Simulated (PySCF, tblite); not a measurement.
# C4H11GeO radical: geometry, infrared bands and EPR parameters

Wanted: the infrared bands and EPR parameters of C4H11GeO radical (`C[CH][Ge@@H]([CH3])[O]C`), by calculation.

The runs use tblite 0.8.0 and PySCF 2.14.0, with density-fitted response routines of our own; the level of theory stands in each step. All values are computed, except where a source is named. Atoms count from 0, in the outputs and in this text.

## (1) The starting structure

17 atoms, charge 0, multiplicity 2; geometry from: force field or distance geometry start.

Bonds of the start (Å): C0–C1 1.50, C1–Ge2 1.89, Ge2–C3 1.97, Ge2–O4 1.78, O4–C5 1.40, C0–H6 1.10, C0–H7 1.12, C0–H8 1.12, C1–H9 1.11, Ge2–H10 1.56, C3–H11 1.11, C3–H12 1.11, C3–H13 1.11, C5–H14 1.12, C5–H15 1.09, C5–H16 1.11.

## (2) Relaxing the molecule with GFN2-xTB

The job: settings as JSON, then the geometry in Å.

```
{"job": {"kind": "relax", "xc": "GFN2-xTB", "basis": "xTB"}, "charge": 0, "multiplicity": 2}
C      2.512300    -0.248200    -0.106700
C      1.484000     0.049400     0.941600
Ge    -0.304900     0.232900     0.350100
C     -0.645400     2.042700    -0.346200
O     -0.823000    -0.964400    -0.861400
C     -1.978500    -1.605300    -0.391300
H      2.184400    -0.036700    -1.139000
H      3.387600     0.421000     0.112000
H      2.896100    -1.292000    -0.002200
H      1.623200    -0.489900     1.900400
H     -1.277500     0.062500     1.561100
H     -1.049500     1.967200    -1.374500
H      0.275100     2.654900    -0.284500
H     -1.453800     2.507400     0.258700
H     -1.675600    -2.084300     0.574400
H     -2.392400    -2.328300    -1.093700
H     -2.769200    -0.876800    -0.108600
```

The run is started by

```console
> OMP_NUM_THREADS=1 python probes_run.py task.json out
```

The driver reads the jobs from task.json and runs them one after another.

Log:

```text
step      E/eV     max force
  0    -545.80153    1.603
  1    -545.95456    0.970
  2    -546.04707    0.661
  3    -546.08629    0.528
  4    -546.13939    0.521
  5    -546.17129    0.411
  6    -546.20228    0.456
  7    -546.22642    0.424
  8    -546.25208    0.450
  9    -546.27685    0.513
 10    -546.29402    0.331
 11    -546.30354    0.221
 12    -546.31045    0.208
 13    -546.31614    0.224
 14    -546.32246    0.240
 15    -546.33007    0.197
 16    -546.33776    0.232
 17    -546.34470    0.237
 18    -546.35105    0.230
 19    -546.35627    0.166
 20    -546.36004    0.141
 21    -546.36260    0.121
 22    -546.36434    0.121
 23    -546.36574    0.097
 24    -546.36693    0.072
 25    -546.36788    0.074
 26    -546.36874    0.095
 27    -546.36961    0.099
 28    -546.37039    0.063
 29    -546.37098    0.053
 30    -546.37142    0.045
 31    -546.37181    0.051
 32    -546.37221    0.051
 33    -546.37272    0.070
 34    -546.37347    0.077
 35    -546.37445    0.075
 36    -546.37553    0.088
 37    -546.37654    0.089
 38    -546.37750    0.096
 39    -546.37865    0.092
 40    -546.38015    0.099
 41    -546.38187    0.107
 42    -546.38368    0.089
 43    -546.38579    0.125
 44    -546.38880    0.146
 45    -546.39291    0.150
 46    -546.39707    0.158
 47    -546.39966    0.167
 48    -546.39804    0.307
 49    -546.40273    0.111
 50    -546.40395    0.095
 51    -546.40734    0.116
 52    -546.40878    0.090
 53    -546.41027    0.091
 54    -546.41148    0.074
 55    -546.41304    0.081
 56    -546.41522    0.098
 57    -546.41736    0.109
 58    -546.41985    0.135
 59    -546.42238    0.100
 60    -546.42602    0.138
 61    -546.42903    0.171
 62    -546.43313    0.167
 63    -546.43630    0.113
 64    -546.43861    0.111
 65    -546.44032    0.097
 66    -546.44211    0.098
 67    -546.44410    0.100
 68    -546.44563    0.096
 69    -546.44719    0.080
 70    -546.44840    0.066
 71    -546.44935    0.064
 72    -546.45010    0.066
 73    -546.45087    0.062
 74    -546.45167    0.059
 75    -546.45238    0.060
 76    -546.45285    0.060
 77    -546.45320    0.050
 78    -546.45356    0.039
 79    -546.45402    0.051
 80    -546.45456    0.052
 81    -546.45509    0.058
 82    -546.45556    0.052
 83    -546.45596    0.054
 84    -546.45630    0.045
 85    -546.45658    0.062
 86    -546.45682    0.042
 87    -546.45705    0.038
 88    -546.45729    0.034
 89    -546.45751    0.037
 90    -546.45786    0.042
 91    -546.45827    0.048
 92    -546.45878    0.051
 93    -546.45928    0.054
 94    -546.45970    0.047
 95    -546.46008    0.041
 96    -546.46044    0.039
 97    -546.46076    0.037
 98    -546.46105    0.037
 99    -546.46139    0.038
100    -546.46182    0.043
101    -546.46233    0.054
102    -546.46283    0.063
103    -546.46330    0.071
104    -546.46381    0.059
105    -546.46452    0.067
106    -546.46553    0.082
107    -546.46708    0.076
108    -546.46786    0.078
109    -546.46857    0.073
110    -546.46903    0.057
111    -546.46947    0.056
112    -546.46999    0.048
113    -546.47072    0.068
114    -546.47168    0.089
115    -546.47319    0.097
116    -546.47494    0.098
117    -546.47660    0.104
118    -546.47604    0.216
119    -546.47903    0.105
120    -546.47972    0.102
121    -546.48072    0.075
122    -546.48188    0.064
123    -546.48259    0.044
124    -546.48352    0.075
125    -546.48455    0.094
126    -546.48561    0.059
127    -546.48714    0.079
128    -546.48831    0.084
129    -546.48937    0.104
130    -546.48854    0.187
131    -546.49068    0.075
132    -546.49115    0.053
133    -546.49171    0.034
134    -546.49193    0.029
135    -546.49206    0.022
136    -546.49215    0.024
137    -546.49222    0.021
138    -546.49230    0.020
139    -546.49240    0.026
140    -546.49249    0.021
141    -546.49255    0.022
142    -546.49262    0.020
143    -546.49270    0.018
144    -546.49281    0.025
145    -546.49292    0.025
146    -546.49302    0.025
147    -546.49310    0.025
148    -546.49318    0.023
149    -546.49327    0.025
150    -546.49339    0.027
151    -546.49355    0.028
152    -546.49371    0.032
153    -546.49391    0.040
154    -546.49419    0.066
155    -546.49458    0.083
156    -546.49502    0.066
157    -546.49540    0.044
158    -546.49568    0.054
159    -546.49593    0.047
160    -546.49612    0.044
161    -546.49629    0.030
162    -546.49641    0.022
163    -546.49650    0.026
164    -546.49660    0.022
165    -546.49669    0.026
166    -546.49678    0.027
167    -546.49686    0.031
168    -546.49694    0.029
169    -546.49706    0.026
170    -546.49738    0.029
171    -546.49759    0.031
172    -546.49789    0.042
173    -546.49806    0.030
174    -546.49818    0.037
175    -546.49829    0.022
176    -546.49840    0.024
177    -546.49848    0.020
178    -546.49852    0.016
179    -546.49856    0.013
180    -546.49859    0.010
181    -546.49862    0.009
```

Run time: 1.1 s. Hardware: 1 thread of Arm Neoverse V1, shared host; peak memory 0.18 GiB.

Step by step: (not every step is listed)

| step | energy from step 0 (eV) | largest force (eV/Å) |
| --- | --- | --- |
| 0 | 0.0000 | 1.6033 |
| 1 | -0.1530 | 0.9698 |
| 2 | -0.2455 | 0.6609 |
| 3 | -0.2848 | 0.5276 |
| 4 | -0.3379 | 0.5213 |
| 5 | -0.3698 | 0.4111 |
| 6 | -0.4008 | 0.4555 |
| 7 | -0.4249 | 0.4243 |
| 8 | -0.4506 | 0.4504 |
| 24 | -0.5654 | 0.0724 |
| 40 | -0.5786 | 0.0990 |
| 56 | -0.6137 | 0.0984 |
| 72 | -0.6486 | 0.0664 |
| 88 | -0.6558 | 0.0339 |
| 104 | -0.6623 | 0.0587 |
| 120 | -0.6782 | 0.1019 |
| 136 | -0.6906 | 0.0245 |
| 152 | -0.6922 | 0.0322 |
| 168 | -0.6954 | 0.0294 |
| 176 | -0.6969 | 0.0241 |
| 177 | -0.6970 | 0.0204 |
| 178 | -0.6970 | 0.0165 |
| 179 | -0.6970 | 0.0127 |
| 180 | -0.6971 | 0.0103 |
| 181 | -0.6971 | 0.0089 |

Close pairs (by a distance rule), those that changed most:

| bond | before (Å) | after (Å) | change (Å) |
| --- | --- | --- | --- |
| C1–Ge2 | 1.893 | 1.934 | +0.041 |
| Ge2–H10 | 1.563 | 1.525 | -0.038 |
| C1–H9 | 1.109 | 1.079 | -0.030 |
| C0–H7 | 1.123 | 1.095 | -0.028 |
| C3–H13 | 1.111 | 1.085 | -0.026 |
| C5–H14 | 1.120 | 1.094 | -0.026 |
| C0–H8 | 1.117 | 1.094 | -0.023 |
| C3–H12 | 1.107 | 1.085 | -0.022 |

The final coordinates are the input of the step that follows.

## (3) Vibrational analysis with GFN2-xTB

The job: settings as JSON, then the geometry in Å.

```
{"job": {"kind": "ir", "xc": "GFN2-xTB", "basis": "xTB"}, "charge": 0, "multiplicity": 2}
C      2.139531    -0.617525    -0.144341
C      1.238766    -0.172305     0.939977
Ge    -0.494034     0.624177     0.619264
C     -0.525341     2.359878    -0.323259
O     -1.399223    -0.365548    -0.559667
C     -1.664129    -1.737670    -0.421345
H      1.641756    -0.567321    -1.111354
H      3.040239     0.004272    -0.185670
H      2.484740    -1.641705     0.025584
H      1.628243    -0.243619     1.943805
H     -1.268266     0.630952     1.932596
H      0.079896     2.298960    -1.223065
H     -0.135409     3.154557     0.304975
H     -1.542688     2.604544    -0.610299
H     -0.742825    -2.323821    -0.354402
H     -2.219175    -2.050618    -1.308172
H     -2.269080    -1.945178     0.465465
```

Log:

```text
mode    cm-1     km/mol
  1      42.0      0.15
  2      69.2      1.24
  3      82.8      0.55
  4      90.9      1.23
  5     110.5      2.05
  6     121.5      3.72
  7     135.8      9.23
  8     166.0      4.16
  9     256.7      8.22
 10     300.0     26.26
 11     416.5     17.90
 12     465.1    119.25
 13     548.8     13.47
 14     579.5     16.75
 15     608.1    156.49
 16     664.3     84.10
 17     773.8    115.50
 18     796.7    116.87
 19     950.1      1.52
 20     977.0      6.37
 21    1063.2    130.56
 22    1138.0      1.93
 23    1142.8      0.44
 24    1146.1      7.65
 25    1245.7     16.80
 26    1304.9      1.64
 27    1384.2     10.55
 28    1417.6      1.71
 29    1448.9      1.39
 30    1450.8      0.81
 31    1453.1      5.17
 32    1470.1      7.72
 33    1485.1      2.71
 34    1494.0      1.83
 35    1816.6    517.29
 36    2904.8     20.13
 37    2919.2     50.90
 38    2935.8     47.54
 39    2943.0     28.75
 40    2967.0     46.37
 41    3013.8     15.07
 42    3023.6     15.98
 43    3031.7     23.81
 44    3037.9     18.60
 45    3061.8     46.89
```

Wall time 0.52 s (1 thread of Arm Neoverse V1, shared host); peak memory 0.18 GiB.

The strongest bands and the atoms that carry them (share of the mass-weighted mode):

| cm⁻¹ | km/mol | atoms |
| --- | --- | --- |
| 465 | 119.2 | O4 61 %, Ge2 18 % |
| 608 | 156.5 | H10 72 % |
| 664 | 84.1 | H10 82 % |
| 774 | 115.5 | H13 37 %, H12 35 %, C3 17 % |
| 797 | 116.9 | H11 39 %, H10 16 %, C3 16 %, H12 14 % |
| 1063 | 130.6 | O4 49 %, C5 47 % |
| 1817 | 517.3 | H10 98 % |
| 2919 | 50.9 | H14 66 %, H16 25 % |

## (4) EPR parameters: B3LYP/def2-TZVP-core+pcH-1

The job, as its differences from that of step 3:

```diff
@@ -1,2 +1,2 @@
-{"job": {"kind": "ir", "xc": "GFN2-xTB", "basis": "xTB"}, "charge": 0, "multiplicity": 2}
+{"job": {"kind": "epr", "basis": "pcH-1"}, "charge": 0, "multiplicity": 2}
 C      2.139531    -0.617525    -0.144341
```

With the program's defaults for keys left out, this is: UKS B3LYP, def2-TZVP-core on Ge, pcH-1 on C H O, non-relativistic, mean-field spin-orbit, GIAO.

Log:

```text
UKS, coarse grid
  cycle   1  E = -2311.11937689  |g| = 1.45e+00
  cycle   2  E = -2310.67042467  |g| = 1.48e+00
  cycle   3  E = -2311.19377989  |g| = 6.20e-01
  cycle   4  E = -2311.31460535  |g| = 1.76e-01
  cycle   5  E = -2311.32193684  |g| = 4.69e-02
  cycle   6  E = -2311.32267766  |g| = 4.48e-03
  cycle   7  E = -2311.32268793  |g| = 1.53e-03
  cycle   8  E = -2311.32268974  |g| = 5.93e-04
UKS, final grid
  cycle   1  E = -2311.32269846  |g| = 7.65e-04
  cycle   2  E = -2311.32269813  |g| = 1.14e-03
  cycle   3  E = -2311.32269875  |g| = 1.43e-04
  cycle   4  E = -2311.32269876  |g| = 4.94e-05
  cycle   5  E = -2311.32269876  |g| = 1.83e-05
E = -2311.32269876 Eh   <S^2> = 0.7539 (exact 0.7500)
g shifts (ppm)      1          2          3
  rmc          -140       -140       -140
  gc             37          5         32
  oz_so       -2424        -34       1278
  total       -2527       -169       1169
hyperfine (MHz)  atom isotope    a_iso     a_fc   dipolar eigenvalues
    0   13C     -30.53     -30.52     -3.08      0.98      2.10
    1   13C      89.77      90.15    -76.06    -74.41    150.47
    2  73Ge      20.23      20.50     -1.70     -0.46      2.16
    3   13C      22.31      22.31     -2.82     -2.73      5.56
    4   17O      -5.76      -5.77     -5.72      2.70      3.03
    5   13C       0.57       0.57     -0.64     -0.09      0.74
    6    1H       3.77       3.78     -4.60     -3.88      8.48
    7    1H     134.59     134.59     -5.59     -3.13      8.71
    8    1H     101.15     101.15     -5.32     -3.85      9.17
    9    1H     -56.01     -55.97    -36.09     -0.86     36.95
   10    1H      -0.90      -0.91     -3.37     -2.37      5.74
   11    1H      -1.61      -1.61     -2.57     -0.83      3.40
   12    1H      -1.96      -1.96     -2.56     -1.08      3.63
   13    1H       5.69       5.69     -1.98     -0.79      2.77
   14    1H      -0.28      -0.28     -2.87     -2.26      5.13
   15    1H      -0.37      -0.37     -1.04     -0.75      1.79
   16    1H      -0.14      -0.14     -1.40     -1.21      2.61
```

It took 3 min on 1 thread of Arm Neoverse V1, shared host; peak memory 1.3 GiB.

Principal g values 1.99979, 2.00215, 2.00349; g(iso) = 2.00181, against 2.00232 for a free electron.

Mean a(iso) over the nuclei that a row names, and the largest dipolar term of the row (other rows stand at the frozen geometry):

| nuclei | isotope | a(iso) (MHz) | a(iso) (G, at g = 2.0023) | largest dipolar term (MHz) |
| --- | --- | --- | --- | --- |
| C1 | 13C | 89.8 | 32.0 | 150.5 |
| H6, H7, H8 | 1H | 79.8 | 28.5 | 9.2 |
| H9 | 1H | -56.0 | -20.0 | 36.9 |
| C0 | 13C | -30.5 | -10.9 | -3.1 |
| C3 | 13C | 22.3 | 8.0 | 5.6 |
| Ge2 | 73Ge | 20.2 | 7.2 | 2.2 |
| O4 | 17O | -5.8 | -2.1 | -5.7 |
| H10 | 1H | -0.9 | -0.3 | 5.7 |
| H11, H12, H13 | 1H | 0.7 | 0.3 | 3.6 |
| C5 | 13C | 0.6 | 0.2 | 0.7 |
| H14, H15, H16 | 1H | -0.3 | -0.1 | 5.1 |

Mulliken spin populations:

C0 -0.08; C1 1.00; Ge2 -0.01; C3 0.03; O4 0.01; C5 0.00; H6 0.00; H7 0.05; H8 0.04; H9 -0.04; H10 0.00; H11 0.00; H12 0.00; H13 0.00; H14 0.00; H15 0.00; H16 0.00

In first order the couplings over 0.8 MHz of 1H give 16 distinct lines over 105.7 G, if the averaged nuclei exchange fast.

Orbitals, density, ELF and potential are computed afterwards from the orbital file.

ELF in a plane through or near 8 of the atoms.

Values, 10 rows by 14 columns:
```
0.00 0.00 0.00 0.00 0.00 0.00 0.00 0.00 0.00 0.00 0.00 0.00 0.00 0.00
0.00 0.00 0.00 0.00 0.00 0.08 0.03 0.10 0.22 0.00 0.00 0.00 0.00 0.00
0.00 0.00 0.00 0.01 0.81 0.99 0.80 0.96 1.00 0.58 0.00 0.00 0.00 0.00
0.00 0.00 0.00 0.00 0.08 0.68 0.36 0.38 0.45 0.02 0.00 0.00 0.00 0.00
0.00 0.00 0.00 0.00 0.01 0.07 0.15 0.08 0.01 0.57 0.99 0.77 0.00 0.00
0.00 0.00 0.08 0.19 0.31 0.43 0.22 0.39 0.59 0.63 0.91 0.23 0.01 0.00
0.00 0.02 0.55 0.88 0.17 0.62 0.30 0.67 0.45 0.51 0.84 0.56 0.03 0.00
0.00 0.00 0.04 0.18 0.96 0.99 0.16 0.15 0.47 0.02 0.08 0.05 0.00 0.00
0.00 0.00 0.00 0.02 0.35 0.45 0.02 0.00 0.00 0.00 0.00 0.00 0.00 0.00
0.00 0.00 0.00 0.00 0.00 0.00 0.00 0.00 0.00 0.00 0.00 0.00 0.00 0.00
```
The map spans 11.0 Å across and 11.0 Å up, centred on the molecule. Atoms in the plane (x, y in Å): C0 (-0.2, 2.2), C3 (-2.0, -1.4), O4 (0.9, -1.2), C5 (2.3, -0.9), H7 (-1.2, 2.8), H8 (0.6, 2.9), H13 (-1.8, -2.5), H14 (2.4, 0.2).

On the surface of density 0.002 e/bohr³ the electrostatic potential runs, from the 1st to the 99th percentile, from -1.53 V near O4 to 0.84 V near H10.

The spin density lies nearest to C1 68 %; H9 10 %.

## (5) Results

| quantity | value |
| --- | --- |
| strongest single infrared mode (GFN2-xTB) | 1817 cm⁻¹, 517 km/mol |
| zero-point energy (GFN2-xTB) | 83.6 kcal/mol |
| g(iso) (B3LYP) | 2.00181 |
| ⟨S²⟩ | 0.754 (exact 0.75) |
| largest a(iso) (averaged by class) | 13C on C1, 89.8 MHz |
| surface potential, 1st and 99th percentile | -1.53 V and 0.84 V |

**Reading.** The optimisation took 181 steps and gained 0.697 eV; among the close pairs (by a distance rule), C1–Ge2 changed most, from 1.893 to 1.934 Å. No mode is imaginary among the 45: a minimum at this level. The strongest single mode, at 1817 cm⁻¹, moves mainly H10. Unscaled tight-binding wavenumbers are off by several per cent, some by more. Its intensities can rank the bands wrongly. Most of the unpaired spin sits on C1 (1.00 e). The isotropic g lies 0.5 ppt below the free-electron value. The hyperfine terms hold no scalar relativity, which the heavier nuclei need.
